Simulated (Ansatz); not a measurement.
# BFH4OSi: basis-set convergence

An exercise on one series of results from a longer session: the logs are not shown, and one member is left open.

The runs use Ansatz 0.2.0, Gaussian basis; one geometry, several basis sets.

The runs, in order: PBE0-D4/def2-SVP; ωB97M-V/def2-SVP; PBE0-D4/def2-QZVPP; ωB97M-V/def2-QZVPP; the functionals' def2-TZVPP values are taken from earlier runs.

**The relaxed structure**

An earlier PBE0-D4 in a triple-zeta def2 set relaxation fixed the geometry.

8 atoms, charge 0, spin multiplicity 1.

Atoms are counted from 1 here; the program's logs count them from 0.

Bond lengths: B1–Si2 2.016 Å, B1–H5 1.195 Å, B1–H6 1.198 Å, Si2–O3 1.640 Å, Si2–F4 1.606 Å, Si2–H7 1.479 Å, O3–H8 0.959 Å. Angles: Si2–B1–H5 123.6°, Si2–B1–H6 119.4°, H5–B1–H6 117.0°, B1–Si2–O3 111.2°, B1–Si2–F4 105.4°, B1–Si2–H7 118.0°, O3–Si2–F4 110.8°, O3–Si2–H7 104.5°, F4–Si2–H7 106.9°, Si2–O3–H8 117.9°.

Set-up of the first run:

The input, in.yaml:

```yaml
crystal:
  periodic: [false, false, false]
  atoms:
    - {symbol: B, position_ang: [-1.305102, 0.293313, 0.268484]}
    - {symbol: Si, position_ang: [0.577899, -0.423890, 0.214759]}
    - {symbol: O, position_ang: [1.578207, 0.593831, -0.592736]}
    - {symbol: F, position_ang: [0.472964, -1.838452, -0.539240]}
    - {symbol: H, position_ang: [-1.952194, 0.377831, 1.269372]}
    - {symbol: H, position_ang: [-1.820907, 0.667160, -0.745961]}
    - {symbol: H, position_ang: [1.263040, -0.672120, 1.502121]}
    - {symbol: H, position_ang: [1.278092, 0.945327, -1.432698]}
basis:
  gaussian: {orbitals: def2-SVP}
hamiltonian: {xc: pbe0, dispersion: d4}
output: {orbitals: {seedname: orbitals}}
```

Among the steps run: PBE0-D4 in def2-SVP; ωB97M-V in def2-SVP; PBE0-D4 in def2-QZVPP; ωB97M-V in def2-QZVPP.

One of the session's tables, all rows but one given; the rest of the session is left out.

It belongs to the step «Functionals by basis». 

| functional | basis | HOMO (eV) | LUMO (eV) |
| --- | --- | --- | --- |
| PBE0-D4 | def2-SVP | -8.18 | -2.68 |
| PBE0-D4 | def2-TZVPP | -8.28 | -2.74 |
| PBE0-D4 | def2-QZVPP | -8.31 | -2.76 |
| ωB97M-V | def2-SVP | -10.34 | -0.59 |
| ωB97M-V | def2-TZVPP | ? | ? |
| ωB97M-V | def2-QZVPP | -10.51 | -0.80 |

Estimate the missing values for ωB97M-V, def2-TZVPP.

**Answer.** HOMO (eV): -10.48; LUMO (eV): -0.75. In the column «HOMO (eV)» it lies between ωB97M-V, def2-QZVPP (-10.51) and ωB97M-V, def2-SVP (-10.34).
